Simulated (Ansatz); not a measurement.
# Cl₂GaH₃OSi: up Jacob's ladder to CCSD(T)

The task here is to estimate one member of a computed series from the others.

Program: Ansatz 0.2.0, Gaussian basis. Level of theory: functionals in def2-TZVPP, the program's frozen cores in correlated methods. These are calculated values, not measurements.

Plan: LDA (SPW92), PBE-D4, revPBE-D4, BLYP-D4, r2SCAN-D4, B97M-V, PBE0-D4, B3LYP-D4, r2SCANh-D4, r2SCAN0-D4, HSE06-D4, BHLYP-D4, CAM-B3LYP-D4, LC-ωPBE, ωB97X-V, ωB97M-V, B2PLYP, PBE-QIDH; CCSD(T)/def2-SVP; CCSD(T)/def2-TZVPP; MP2/def2-QZVPP; extrapolation to the limit; RPA on PBE.

## Structure used throughout

The geometry comes from an earlier relaxation with PBE0-D4 in a triple-zeta def2 set; it is a stationary point, not always the lowest conformer.

SMILES `[SiH3][O][Ga]([Cl])[Cl]`, 8 atoms, charge 0, spin multiplicity 1.

Atoms are counted from 1 here; the program's logs count them from 0.

Bond lengths: Si1–O2 1.642 Å, Si1–H6 1.488 Å, Si1–H7 1.486 Å, Si1–H8 1.484 Å, O2–Ga3 1.753 Å, Ga3–Cl4 2.116 Å, Ga3–Cl5 2.109 Å. Angles: O2–Si1–H6 111.0°, O2–Si1–H7 109.4°, O2–Si1–H8 108.5°, H6–Si1–H7 109.1°, H6–Si1–H8 109.4°, H7–Si1–H8 109.5°, Si1–O2–Ga3 139.3°, O2–Ga3–Cl4 120.4°, O2–Ga3–Cl5 118.7°, Cl4–Ga3–Cl5 120.9°.

Set-up of the first run:

File in.yaml:

```yaml
crystal:
  periodic: [false, false, false]
  atoms:
    - {symbol: Si, position_ang: [-1.145799, -0.148381, 0.888389]}
    - {symbol: O, position_ang: [-0.178420, 0.612935, -0.197542]}
    - {symbol: Ga, position_ang: [1.301444, 0.323809, -1.091395]}
    - {symbol: Cl, position_ang: [2.347716, -1.502144, -0.870406]}
    - {symbol: Cl, position_ang: [2.011961, 1.829700, -2.385335]}
    - {symbol: H, position_ang: [-0.459961, -1.330253, 1.476187]}
    - {symbol: H, position_ang: [-2.389891, -0.595909, 0.211108]}
    - {symbol: H, position_ang: [-1.487050, 0.810253, 1.968994]}
basis:
  gaussian: {orbitals: def2-TZVPP}
hamiltonian: {xc: lda}
output: {orbitals: {seedname: orbitals}}
```

Run with:

```bash
> ansatz run in.yaml --threads 4 --pin off --events-out ev --progress --plain --max-ram 10444MiB
```

Among the steps run: LDA; PBE-D4 (GGA); revPBE-D4 (GGA); BLYP-D4 (GGA); r2SCAN-D4 (meta-GGA); B97M-V (meta-GGA); PBE0-D4 (hybrid); B3LYP-D4 (hybrid); r2SCANh-D4 (hybrid); r2SCAN0-D4 (hybrid); HSE06-D4 (hybrid); BHLYP-D4 (hybrid); CAM-B3LYP-D4 (range-separated); LC-ωPBE (range-separated); ωB97X-V (range-separated); ωB97M-V (range-separated); B2PLYP (double hybrid); PBE-QIDH (double hybrid).

One table of the session follows, with a row left open; its other results are not shown here.

It belongs to the step «Orbital energies across the functionals». 

| functional | HOMO (eV) | LUMO (eV) | gap (eV) |
| --- | --- | --- | --- |
| LDA (SPW92) | -7.71 | -3.00 | 4.71 |
| PBE-D4 | -7.61 | -2.68 | 4.93 |
| revPBE-D4 | -7.57 | -2.54 | 5.03 |
| BLYP-D4 | -7.52 | -2.63 | 4.88 |
| r2SCAN-D4 | -7.98 | -2.40 | 5.58 |
| B97M-V | -8.05 | -2.52 | 5.53 |
| PBE0-D4 | -9.03 | -1.72 | 7.31 |
| B3LYP-D4 | -8.81 | -2.05 | 6.77 |
| r2SCANh-D4 | ? | ? | ? |
| r2SCAN0-D4 | -9.28 | -1.55 | 7.72 |
| HSE06-D4 | -8.63 | -2.10 | 6.53 |
| BHLYP-D4 | -10.39 | -0.79 | 9.59 |
| CAM-B3LYP-D4 | -10.46 | -0.75 | 9.71 |
| LC-ωPBE | -11.84 | 0.58 | 12.42 |
| ωB97X-V | -11.49 | 0.39 | 11.88 |
| ωB97M-V | -11.32 | 0.19 | 11.51 |

Q: Estimate the row for r2SCANh-D4 from the others.

Worked estimate for «HOMO (eV)». Against the share of exact exchange, r2SCAN-D4 (0, -7.98), r2SCAN0-D4 (0.25, -9.28) give a slope of -5.20 per unit share; at 0.1 the line stands at -8.50.

The run gave: HOMO (eV): -8.50; LUMO (eV): -2.06; gap (eV): 6.44. In «HOMO (eV)» the line misses by 0.00.
